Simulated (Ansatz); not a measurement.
# CH₇BSSi₂: a ladder of functionals and wavefunction methods

How much do the methods differ for CH₇BSSi₂? The plan is to run it at one geometry with functionals of several rungs and with coupled cluster. The yardstick is the atomisation energy at the CCSD(T) limit.

The runs use Ansatz 0.2.0, Gaussian basis; functionals in def2-TZVPP, the program's frozen cores in correlated methods.

Levels to be run: PBE-D4, r2SCAN-D4, PBE0-D4, B3LYP-D4, ωB97X-V, ωB97M-V, B2PLYP; CCSD(T)/def2-TZVPP; MP2/def2-QZVPP; extrapolation to the limit.

## 1. The geometry

The geometry comes from an earlier relaxation with PBE0-D4 in a triple-zeta def2 set; it is a stationary point, not always the lowest conformer.

SMILES `[SiH3]B([SiH3])C=S`, 12 atoms, charge 0, spin multiplicity 1.

Atoms are counted from 1 here; the program's logs count them from 0.

Bond lengths: Si1–B2 2.015 Å, Si1–H6 1.489 Å, Si1–H7 1.490 Å, Si1–H8 1.492 Å, B2–Si3 2.015 Å, B2–C4 1.493 Å, Si3–H9 1.489 Å, Si3–H10 1.490 Å, Si3–H11 1.492 Å, C4–S5 1.635 Å, C4–H12 1.085 Å. Angles: B2–Si1–H6 110.9°, B2–Si1–H7 111.1°, B2–Si1–H8 110.0°, H6–Si1–H7 108.5°, H6–Si1–H8 107.7°, H7–Si1–H8 108.5°, Si1–B2–Si3 118.4°, Si1–B2–C4 120.0°, Si3–B2–C4 120.0°, B2–Si3–H9 110.9°, B2–Si3–H10 111.1°, B2–Si3–H11 110.0°, H9–Si3–H10 108.5°, H9–Si3–H11 107.7°, H10–Si3–H11 108.5°, B2–C4–S5 87.4°, B2–C4–H12 145.1°, S5–C4–H12 127.5°.

Coordinates:

```
Si   -1.7355   -0.5812   -0.2435
B     0.0925    0.2674   -0.2428
Si    1.4241   -0.3242    1.1496
C     0.5472    1.0645   -1.4207
S     0.0782    2.4015   -0.6041
H    -2.3055   -0.6159    1.1311
H    -2.6750    0.1680   -1.1252
H    -1.6450   -1.9874   -0.7330
H     0.7974   -0.3698    2.4989
H     2.5919    0.6003    1.2023
H     1.9188   -1.6953    0.8324
H     0.9880    1.0169   -2.4111
```

## 2. PBE-D4 (GGA)

File in.yaml:

```yaml
crystal:
  periodic: [false, false, false]
  atoms:
    - {symbol: Si, position_ang: [-1.735515, -0.581150, -0.243496]}
    - {symbol: B, position_ang: [0.092518, 0.267433, -0.242817]}
    - {symbol: Si, position_ang: [1.424137, -0.324229, 1.149559]}
    - {symbol: C, position_ang: [0.547183, 1.064506, -1.420706]}
    - {symbol: S, position_ang: [0.078240, 2.401520, -0.604057]}
    - {symbol: H, position_ang: [-2.305482, -0.615943, 1.131141]}
    - {symbol: H, position_ang: [-2.674987, 0.167956, -1.125237]}
    - {symbol: H, position_ang: [-1.645030, -1.987354, -0.733013]}
    - {symbol: H, position_ang: [0.797386, -0.369797, 2.498930]}
    - {symbol: H, position_ang: [2.591901, 0.600313, 1.202325]}
    - {symbol: H, position_ang: [1.918761, -1.695347, 0.832394]}
    - {symbol: H, position_ang: [0.987989, 1.016889, -2.411125]}
basis:
  gaussian: {orbitals: def2-TZVPP}
hamiltonian: {xc: pbe, dispersion: d4}
output: {forces: true, orbitals: {seedname: orbitals}}
```

Run with:

```
$ ansatz run in.yaml --threads 4 --pin off --events-out ev --progress --plain --max-ram 10444MiB
```

The runs that follow: r2SCAN-D4 (meta-GGA); PBE0-D4 (hybrid); B3LYP-D4 (hybrid); ωB97X-V (range-separated); ωB97M-V (range-separated); B2PLYP (double hybrid); CCSD(T) in def2-TZVPP; MP2 in def2-QZVPP.

Before running them: what should the planned runs give, taken together? Wanted: atomisation energy, CCSD(T)/CBS; farthest; mean size of error, hybrid; mean size of error, range-separated; gap, smallest and largest; T1 diagnostic; triples share of the correlation energy.

The runs gave:

| quantity | value |
| --- | --- |
| atomisation energy, CCSD(T)/CBS | 921.3 kcal/mol |
| functionals within 4.6 kcal/mol (0.5 %) | PBE0-D4, B3LYP-D4 |
| farthest | PBE-D4 (+16.0 kcal/mol) |
| mean size of error, hybrid | 4.0 kcal/mol |
| mean size of error, range-separated | 5.9 kcal/mol |
| gap, smallest and largest | 2.30 eV (PBE-D4), 8.37 eV (ωB97X-V) |
| T1 diagnostic | 0.0206 |
| triples share of the correlation energy | 4.8 % |

PBE-D4 misses by +16.0 kcal/mol. Double hybrids carry the basis error of their MP2 part in triple zeta, and no dispersion term here, so their miss is partly the set-up's. The reference freezes the cores and leaves out relativity and excitations past (T), so misses under about 4.6 kcal/mol can't be ranked. Hartree-Fock recovers 74 % of the binding; the rest is correlation. The gap grows from 2.3 to 8.4 eV across the functionals, mostly with the share of exact exchange. T1 = 0.021 passes the customary mark of 0.02 by a little.
